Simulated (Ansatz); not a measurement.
# GaCl+ (doublet): wave-function methods side by side, cc-pVDZ

Aim: climb from Hartree-Fock through coupled cluster for GaCl+ (doublet) at one geometry and basis, and see what each rung misses.

Computed with Ansatz 0.2.0, Gaussian basis. Level: cc-pVDZ, core rule «outside noble gas», up to 19 orbitals frozen.

To be run: UHF; CCSD(T) on ROHF; CCSD(T) on UHF; BCCD(T) on ROHF; CISD as a restricted active space (open shells left free, so some higher excitations enter); CCSDT(Q) on ROHF; CCSDT(Q) on UHF.

8 further runs of the same task are left out: 5 for a known fault of the program, 1 that didn't finish, 2 set aside as unsound or not needed. Runs told in other sessions of the task aren't counted.

### Step 1. The system

The geometry is a PBE0/def2-TZVP stationary point (not a proven minimum). No spin-orbit coupling is included. The filled d shell of Ga may be among the frozen orbitals whatever the setting's name suggests.

2 atoms, charge 1, spin multiplicity 2.

Atoms are counted from 1 here; the program's logs count them from 0.

Bond lengths: Cl1–Ga2 2.089 Å.

### Step 2. UHF

Contents of in.yaml:

```yaml
crystal:
  periodic: [false, false, false]
  atoms:
    - {symbol: Cl, position_ang: [0.000000, 0.000000, 0.000000]}
    - {symbol: Ga, position_ang: [0.000000, 0.000000, 2.088600]}
basis:
  gaussian: {orbitals: cc-pVDZ}
total_charge: 1
magnetization: {spin_polarized: true, initial_magnetization: 1}
hamiltonian: {xc: hf}
output: {orbitals: {seedname: orbitals}}
```

On the command line:

```sh
> ansatz run in.yaml --threads 1 --pin off --events-out ev --progress --plain --max-ram 2393MiB
```

The runs that follow: CCSD(T) on ROHF; CCSD(T) on UHF; BCCD(T) on ROHF; CISD as a restricted active space (open shells left free, so some higher excitations enter); CCSDT(Q) on ROHF; CCSDT(Q) on UHF.

Before running them: what should the planned runs give, taken together? Wanted: UCCSDT(Q) from the RHF energy; RMP2 from UCCSDT(Q); UMP2 from UCCSDT(Q); RCCSD from UCCSDT(Q); RCCSD(T) from UCCSDT(Q); UCCSD(T) from UCCSDT(Q); RCCSDT(Q) from UCCSDT(Q); T1 diagnostic.

The runs gave:

| quantity | value |
| --- | --- |
| UCCSDT(Q) from the ROHF energy | -4.9813 eV |
| RMP2 from UCCSDT(Q) | +628.1 meV |
| UMP2 from UCCSDT(Q) | +617.0 meV |
| RCCSD from UCCSDT(Q) | +181.1 meV |
| RCCSD(T) from UCCSDT(Q) | +39.1 meV |
| UCCSD(T) from UCCSDT(Q) | +31.7 meV |
| RCCSDT(Q) from UCCSDT(Q) | +10.6 meV |
| levels within 1 kcal/mol (43 meV) | RCCSD(T), UCCSD(T), BCCD(T), RCCSDT, UCCSDT, RCCSDT(Q) |
| T1 diagnostic | 0.029 |

What this shows: RCCSD(T) lands +39.1 meV from the yardstick (0.8 % of the correlation energy). These misses are within one basis, not against nature; the frozen cores of restricted and unrestricted runs differ, which can shift their rows.
